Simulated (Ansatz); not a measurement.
Relaxation of a periodic cell of 17 atoms, Na16Li (host Na, host structure bcc, interstitial Li), to a largest force component of 0.03 eV/Å in at most 60 steps.

Computed with Ansatz, DFT PBE, scalar-relativistic, plane waves, PAW. Settings: cutoff 420 eV, k mesh 2x2x2, gaussian smearing 0.05 eV, no spin polarisation.

```xyz
17
Lattice="8.4600 0.0000 0.0000 0.0000 8.4600 0.0000 0.0000 0.0000 8.4600" Properties=species:S:1:pos:R:3
Na 0.000 0.000 0.000
Na 4.230 0.000 0.000
Na 0.000 4.230 0.000
Na 0.000 0.000 4.230
Na 2.115 2.115 2.115
Na 4.230 4.230 0.000
Na 4.230 0.000 4.230
Na 6.345 2.115 2.115
Na 0.000 4.230 4.230
Na 2.115 6.345 2.115
Na 2.115 2.115 6.345
Na 4.230 4.230 4.230
Na 6.345 6.345 2.115
Na 6.345 2.115 6.345
Na 2.115 6.345 6.345
Na 6.345 6.345 6.345
Li 7.470 2.110 -0.009
```

Q: Where does it end, and by what steps?

A: The run converged. The force dipped under the threshold on the way, but the program's further checks kept it going. Limits of this set-up: coarse k mesh, a small cell, in which the defect meets its images, a typed lattice constant that wasn't relaxed here. After 12 steps the energy has fallen by 1.017 eV; Na14 moved furthest, 0.85 Å. Parted: Na1–Na14 (3.66 → 4.91 Å). Joined: Na2–Li17 (3.87 → 3.52 Å).

```csv
step,energy less start (eV),largest force component (eV/Å),accepted
0,0.0000,1.024,yes
1,-0.6201,0.573,yes
2,-0.9218,0.159,yes
3,-0.9815,0.010,yes
4,-0.9815,0.009,yes
5,-0.9833,0.013,yes
6,-0.9841,0.006,yes
7,-0.9843,0.006,yes
8,-0.9845,0.007,yes
9,-0.9894,0.037,yes
10,-0.9992,0.054,yes
11,-1.0167,0.028,yes
12,-1.0167,0.028,yes
```

```xyz
17
Lattice="8.4600 0.0000 0.0000 0.0000 8.4600 0.0000 0.0000 0.0000 8.4600" Properties=species:S:1:pos:R:3
Na 0.390 -0.530 0.012
Na 4.380 0.260 0.131
Na -0.121 4.558 -0.060
Na 0.106 0.072 4.681
Na 1.729 2.176 1.877
Na 4.627 4.003 0.101
Na 3.846 0.112 3.994
Na 6.613 2.047 2.347
Na -0.056 4.266 4.631
Na 2.196 6.192 2.069
Na 2.125 2.201 6.623
Na 4.049 4.185 3.984
Na 6.441 6.564 2.260
Na 5.752 2.119 5.737
Na 2.525 6.208 6.522
Na 6.166 6.629 6.408
Li 7.461 1.809 -0.567
```

Whether the end is a true minimum wasn't checked by a vibrational analysis.

Time of the run: 20 s on 4 threads of AMD EPYC 9R45 96-Core Processor (Zen 5) (shared host), peak memory 1.4 GiB.
